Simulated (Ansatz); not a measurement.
CsLiCr2Te2S3:

```
Cs Li Cr Te S
1.0
     7.05684    0.00000    0.00788
     0.00000    3.98060    0.00000
    -2.68302    0.00000    8.67869
Cs Li Cr Te S
1 1 2 2 3
Cartesian
  -0.4655 0.0000 3.2730
  3.9824 1.9903 6.8528
  -1.6462 0.0000 8.2124
  1.5770 1.9903 8.4373
  3.1779 0.0000 1.3292
  1.9151 0.0000 6.5041
  4.3316 0.0000 5.9520
  -0.4879 1.9903 7.3270
  6.6516 1.9903 0.4725
```

The cell was built by a generator and needn't be a form met in nature.

Base run:

| Item | Value |
| --- | --- |
| Program | Ansatz 0.2.0 |
| Functional | r2SCAN |
| Potentials or basis | Ansatz PAW |
| Cutoff | 500 eV (not typed: the program's choice for these potentials) |
| k mesh | 3 × 5 × 3 |
| Occupations | fermi-dirac, width 0.05 eV |
| Spin | non-collinear spin, ferromagnetic start, spin-orbit coupling |
| Starting moments | [[0.0, 0.0, 0.0], [0.0, 0.0, 0.0], [3.0, 0.0, 0.0], [3.0, 0.0, 0.0], [0.0, 0.0, 0.0], [0.0, 0.0, 0.0], [0.0, 0.0, 0.0], [0.0, 0.0, 0.0], [0.0, 0.0, 0.0]] μB |

Its results: band gap on the k mesh 0.73 eV, indirect (least direct gap 0.90 eV); pressure 0.0 GPa; net moment 6.01 μB per cell; largest force 0.302 eV/Å.

Task: The run is repeated on the same cell with these changes: functional from r2SCAN to PBE; cutoff from 500 eV (not typed: the program's choice for these potentials) to 420 eV (not typed: the program's choice for these potentials). What comes out?

Result: Band gap on the k mesh 0.58 eV, indirect (least direct gap 0.74 eV); pressure 0.1 GPa; net moment 6.01 μB per cell; largest force 0.049 eV/Å.

r2SCAN gives the wider gap, since meta-GGAs in the generalised Kohn-Sham scheme recover part of the derivative discontinuity.

Caveats: the k mesh misses the band edges, so the gap on the mesh is wider than the one along the path; only a ferromagnetic start was run, and an antiferromagnetic order may lie lower in energy; the magnetic or orbital state may not be the lowest (some runs); the PAW data sets come from PBE, with cores solved anew for the run's functional, which leaves a small shift of forces and pressure (some runs); the thresholds are loose for stress (some runs).
